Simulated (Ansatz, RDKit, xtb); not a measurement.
# Isomers of C3H6B2O2, a sample narrowed down

A sample of isomers of C3H6B2O2 is drawn. Aim: find which of them has the lowest free energy at 298.15 K, then its properties. The sample is small against all isomers, and the most stable one of this formula need not be in it.

The funnel: GFN2-xTB relaxations, single points with a density functional, relaxations at B3LYP/def2-SVP, harmonic vibrations (at GFN2-xTB), and a last energy at a higher level. All values are calculated.

### Step 1. Candidates

Isomers were taken from a list of plausible structures; this is a sample, not all of them. That gives 5 candidates.

```csv
label,SMILES,spin
c029,BOB[C@@H]1C=CO1,singlet
c212,BO[C@@H]1BOC=C1,singlet
c228,B[C@@H]1BOC=CO1,singlet
c933,C#CBOBOC,singlet
c954,BO[C@@H]1C=CBO1,singlet
```

Candidates are built by distance geometry, with a force field where one applies, in up to four conformers (letters a to d).

**Question.** With final energies at CCSD(T)/def2-SVP + MP2/def2-TZVPP - MP2/def2-SVP, which structure will this search put lowest in free energy, and by what margin?

| quantity | value |
| --- | --- |
| lowest structure found | C#CBOBOC, singlet |
| next finalist | BO[C@@H]1C=CBO1, singlet, 11.9 kcal/mol higher in G |
| share at equilibrium, among the finalists | 100.0 % |

The search ends on `C#CBOBOC`. The margin of 11.9 kcal/mol over the next finalist is beyond the usual error of the last level; it says nothing of structures that weren't ranked. r2SCAN-D4/def2-SVP, B3LYP/def2-SVP, HF/def2-SVP and MP2/def2-SVP already put its bonding pattern lowest among the structures in one piece; GFN2-xTB and HF/STO-3G favour the singlet BO[C@@H]1C=CBO1. One minimum inside the window was never screened. The search is not exhaustive (a finite list of starts, one conformer a finalist), so a lower isomer can't be ruled out. Only 5 drawn patterns were tried, so whole families of isomers are missing, and the result ranks this sample alone. The lowest isomer need not be the one that is made and kept in a bottle, which depends on barriers.
